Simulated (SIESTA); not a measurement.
Runs of SIESTA 5.4.2 on Cu. The cell holds a slab with vacuum, 6 atoms: a = 2.534 Å, b = 2.534 Å, c = 25.281 Å, α = 90.00°, β = 90.00°, γ = 120.00°. The slab is cut from a database's or a generator's crystal, which needn't be the stable form of the element.

```csv
level,gap on the mesh (eV),largest force (eV/Å),work function (eV)
vdW-DF-cx,none,0.03,4.89
vdW-DF-C09,none,0.09,(a)
vdW-DF,none,(b),4.73
vdW-DF2,none,0.65,(c)
VV10,none,0.24,4.89
```

Alike in all rows: task single point; potentials or basis PseudoDojo 0.4 standard (PBE files), DZP (energy shift 0.003 Ry; two zetas on semicore shells); no spin polarisation; cell as given; k mesh 12 × 12 × 1; smearing fermi-dirac 0.05 eV; grid cutoff 800 Ry; energy shift 0.003 Ry.

Problem. Estimate the missing entries.

Solution. (a) 4.93; (b) 0.51; (c) 4.86.

Caveats: the potentials were made for another functional, which shifts forces and pressure; the basis of atomic orbitals isn't converged, which shifts pressures, moduli and gaps; the non-local part is tabulated coarsely and may be off by about a percent (some runs).

A gap of «none» marks a metal or a gap under the smearing width.
